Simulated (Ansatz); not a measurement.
# HfNH (singlet): geometry optimisation

Aim: relax a generated start of HfNH (singlet) and see which bonds hold.

Method: RKS PBE0/def2-TZVP; program: Ansatz 0.2.0, Gaussian basis.

## 1. The system as given

3 atoms, charge 0, spin multiplicity 1.

Atoms are counted from 1 here; the program's logs count them from 0.

Bond lengths: Hf1–N2 1.855 Å, Hf1–H3 2.388 Å, N2–H3 1.041 Å. Angles: N2–Hf1–H3 24.5°, Hf1–N2–H3 107.8°, Hf1–H3–N2 47.7°.

As a file:

```xyz
3

Hf   -0.14531    0.01032   -0.00030
N     1.69908   -0.18664    0.00386
H     2.12060    0.76559    0.00037
```

The start was built by rule and, where that kept it together, relaxed with GFN2-xTB. Sticks and bond lists go by distance. No spin-orbit coupling is included. Elements past krypton take def2 core potentials.

## 2. Relaxation

File in.yaml:

```yaml
crystal:
  periodic: [false, false, false]
  atoms:
    - {symbol: Hf, position_ang: [-0.145308, 0.010323, -0.000305]}
    - {symbol: N, position_ang: [1.699084, -0.186636, 0.003856]}
    - {symbol: H, position_ang: [2.120598, 0.765590, 0.000372]}
basis:
  gaussian: {orbitals: def2-TZVP}
hamiltonian: {xc: pbe0}
relax: {f_tol: 0.004, max_steps: 80}
```

Started as:

```
> ansatz run in.yaml --threads 1 --pin off --events-out ev --progress --plain --max-ram 2176MiB
```

Before running it: what results should come out? Wanted: energy gained; shift from the start; total energy; dipole moment.

**Answer**, as computed:

```
                  quantity          value
                     steps              8
             energy gained       0.613 eV
shift from the start (rms)        0.396 Å
              total energy  -2809.6173 eV
             dipole moment         1.47 D
```

What this shows: By distance, Hf1–H3 opened. Hf1–H3 went from 2.388 to 2.786 Å. No vibrations were run, so this is a stationary point, not a proven minimum, and this spin need not be the ground state's.
